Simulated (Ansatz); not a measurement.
# CH9B2NSi: the cost of one run

Program: Ansatz 0.2.0, Gaussian basis. Level of theory: the settings change from run to run. These are calculated values, not measurements.

## (1) The relaxed structure

The geometry comes from an earlier relaxation with PBE0-D4 in a triple-zeta def2 set; it is a stationary point, not always the lowest conformer.

SMILES `BN(B)[SiH2]C`, 14 atoms, charge 0, spin multiplicity 1.

Atoms are counted from 1 here; the program's logs count them from 0.

Bond lengths: B1–N2 1.423 Å, B1–H6 1.198 Å, B1–H7 1.196 Å, N2–B3 1.427 Å, N2–Si4 1.776 Å, B3–H8 1.195 Å, B3–H9 1.201 Å, Si4–C5 1.859 Å, Si4–H10 1.486 Å, Si4–H11 1.486 Å, C5–H12 1.092 Å, C5–H13 1.094 Å, C5–H14 1.092 Å. Angles: N2–B1–H6 120.3°, N2–B1–H7 119.0°, H6–B1–H7 120.7°, B1–N2–B3 120.2°, B1–N2–Si4 123.9°, B3–N2–Si4 115.9°, N2–B3–H8 120.0°, N2–B3–H9 119.0°, H8–B3–H9 121.0°, N2–Si4–C5 112.2°, N2–Si4–H10 107.6°, N2–Si4–H11 107.6°, C5–Si4–H10 110.4°, C5–Si4–H11 110.5°, H10–Si4–H11 108.3°, Si4–C5–H12 111.7°, Si4–C5–H13 108.9°, Si4–C5–H14 111.7° and more.

As a file:

```mol
CH9B2NSi
  3D, bonds by distance, orders not assigned

 14 13  0  0  0  0  0  0  0  0999 V2000
   -1.0201    0.0732    1.4358 B   0  0
   -0.1082   -0.6573    0.6229 N   0  0
    0.2847   -1.9775    0.9948 B   0  0
    0.6031   -0.0291   -0.8777 Si  0  0
    0.0384    1.7014   -1.2537 C   0  0
   -1.3538    1.1807    1.1257 H   0  0
   -1.4459   -0.4363    2.4300 H   0  0
   -0.1502   -2.4715    1.9919 H   0  0
    1.0532   -2.5760    0.2928 H   0  0
    2.0809   -0.0712   -0.7264 H   0  0
    0.2198   -0.9513   -1.9785 H   0  0
    0.3193    2.3981   -0.4613 H   0  0
    0.5101    2.0344   -2.1824 H   0  0
   -1.0442    1.7532   -1.3851 H   0  0
  1  2  8  0
  2  3  8  0
  2  4  8  0
  4  5  8  0
  1  6  8  0
  1  7  8  0
  3  8  8  0
  3  9  8  0
  4 10  8  0
  4 11  8  0
  5 12  8  0
  5 13  8  0
  5 14  8  0
M  END
```

## (2) B97/aug-pcseg-2

This run has atoms shaken by 0.03 Å.

Contents of in.yaml:

```yaml
crystal:
  periodic: [false, false, false]
  atoms:
    - {symbol: B, position_ang: [-1.047326, 0.064660, 1.440089]}
    - {symbol: N, position_ang: [-0.134244, -0.668221, 0.626436]}
    - {symbol: B, position_ang: [0.311518, -1.928017, 0.999401]}
    - {symbol: Si, position_ang: [0.564739, -0.058983, -0.849065]}
    - {symbol: C, position_ang: [0.016102, 1.685670, -1.274089]}
    - {symbol: H, position_ang: [-1.360361, 1.167135, 1.124773]}
    - {symbol: H, position_ang: [-1.479369, -0.423807, 2.417745]}
    - {symbol: H, position_ang: [-0.139130, -2.465679, 1.964409]}
    - {symbol: H, position_ang: [1.009129, -2.558731, 0.259004]}
    - {symbol: H, position_ang: [2.084130, -0.115068, -0.703479]}
    - {symbol: H, position_ang: [0.221124, -0.982909, -1.934710]}
    - {symbol: H, position_ang: [0.298782, 2.378755, -0.482537]}
    - {symbol: H, position_ang: [0.463476, 2.019075, -2.133985]}
    - {symbol: H, position_ang: [-0.999311, 1.742300, -1.366759]}
basis:
  gaussian: {orbitals: aug-pcseg-2}
hamiltonian: {xc: {name: B97}}
output: {forces: true}
```

Started as:

```
> ansatz run in.yaml --threads 4 --pin off --events-out ev --progress --plain --max-ram 10444MiB
```

What time and memory should one allow on 4 threads of Arm Neoverse V1, shared host?

About 27 s, with a peak of 2.2 GiB.
